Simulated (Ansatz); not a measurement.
# C2H2BrF: the cost of one run

Program: Ansatz 0.2.0. Level of theory: RKS B3LYP-D4/def2-SVP. These are calculated values, not measurements.

### Step 1. The starting structure

Bond lengths: C1–C2 1.379 Å, C2–F3 1.374 Å, C2–Br4 1.848 Å, C1–H5 1.091 Å, C1–H6 1.013 Å. Angles: C1–C2–F3 121.2°, C1–C2–Br4 119.0°, F3–C2–Br4 119.8°, C2–C1–H5 114.8°, C2–C1–H6 123.8°, H5–C1–H6 121.3°.

As a file:

```xyz
6

C     0.6366    0.1021    0.4547
C    -0.5127   -0.0521   -0.2922
F    -1.6260    0.7170   -0.0522
Br   -0.5401   -1.3109   -1.6451
H     0.5941    0.8973    1.2004
H     1.4902   -0.4174    0.2883
```

### Step 2. End point A

input.yaml reads:

```yaml
crystal:
  periodic: [false, false, false]
  atoms:
    - { symbol: C, position_ang: [0.6366, 0.1021, 0.4547] }
    - { symbol: C, position_ang: [-0.5127, -0.0521, -0.2922] }
    - { symbol: F, position_ang: [-1.626, 0.717, -0.0522] }
    - { symbol: Br, position_ang: [-0.5401, -1.3109, -1.6451] }
    - { symbol: H, position_ang: [0.5941, 0.8973, 1.2004] }
    - { symbol: H, position_ang: [1.4902, -0.4174, 0.2883] }
basis:
  gaussian: { orbitals: def2-SVP }
hamiltonian:
  xc: b3lyp
  dispersion: d4
relax:
  f_tol: 0.015
  max_steps: 40
```

Launch:

```sh
$ ansatz run input.yaml --threads 1 --pin off --max-ram 2048MiB --backend cpu --events-out ev --progress --plain --runs-dir out
```

What time and memory should one allow on 1 thread of Intel Xeon 6975P-C (Granite Rapids), shared host?

About 12 s, with a peak of 0.18 GiB.
